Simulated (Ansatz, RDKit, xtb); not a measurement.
**Isomers of C2H9FSSi2, a sample narrowed down**

Which of a sample of isomers of C2H9FSSi2 is the most stable in the gas at 298.15 K, and what are its properties? The sample is small against all isomers, and the most stable one of this formula need not be in it.

The funnel: GFN2-xTB relaxations, single points with a density functional, relaxations at PBE-D3(BJ)/def2-SVP, harmonic vibrations (at GFN2-xTB), and a last energy at a higher level. All values are calculated.

### Step 1. Candidates

Isomers were taken from a list of plausible structures; this is a sample, not all of them. That gives 14 candidates.

| label | SMILES | spin |
| --- | --- | --- |
| c013 | C[Si@H](F)SC[SiH3] | singlet |
| c068 | CS[Si@H](F)C[SiH3] | singlet |
| c086 | F[SiH2][C@H]([SiH3])CS | singlet |
| c164 | CS[SiH2][C@H](F)[SiH3] | singlet |
| c240 | CCS[Si@H](F)[SiH3] | singlet |
| c258 | CSC[SiH2][SiH2]F | singlet |
| c274 | C[SiH2][Si@H](F)SC | singlet |
| c346 | F[SiH2]CCS[SiH3] | singlet |
| c350 | FCC[SiH2]S[SiH3] | singlet |
| c469 | C[SiH2]S[Si@H](C)F | singlet |
| c565 | C[SiH2][C@H](F)[SiH2]S | singlet |
| c738 | F[C@@H](C[SiH3])[SiH2]S | singlet |
| c927 | CS[SiH2][SiH2]CF | singlet |
| c999 | CSC[Si@H](F)[SiH3] | singlet |

Candidates are built by distance geometry, with a force field where one applies, in up to four conformers (letters a to d).

**Question.** With final energies at CCSD(T)/def2-SVP + MP2/def2-TZVPP - MP2/def2-SVP, which structure will this search put lowest in free energy, and by what margin?

| quantity | value |
| --- | --- |
| lowest structure found | C[SiH2]S[Si@H](C)F, singlet |
| next finalist | CS[Si@H](F)C[SiH3], singlet, 26.4 kcal/mol higher in G |
| share at equilibrium, among the finalists | 100.0 % |

The lowest structure found is `C[SiH2]S[Si@H](C)F`. The margin of 26.4 kcal/mol over the next finalist is beyond the usual error of the last level; it says nothing of structures that weren't ranked. GFN2-xTB, HF/STO-3G, r2SCAN-D4/def2-SVP, PBE-D3(BJ)/def2-SVP, HF/def2-SVP and MP2/def2-SVP already put its bonding pattern lowest among the structures in one piece. 12 minima inside the window were never screened. The search is not exhaustive (a finite list of starts, one conformer a finalist), so a lower isomer can't be ruled out. Only 14 drawn patterns were tried, so whole families of isomers are missing, and the result ranks this sample alone.
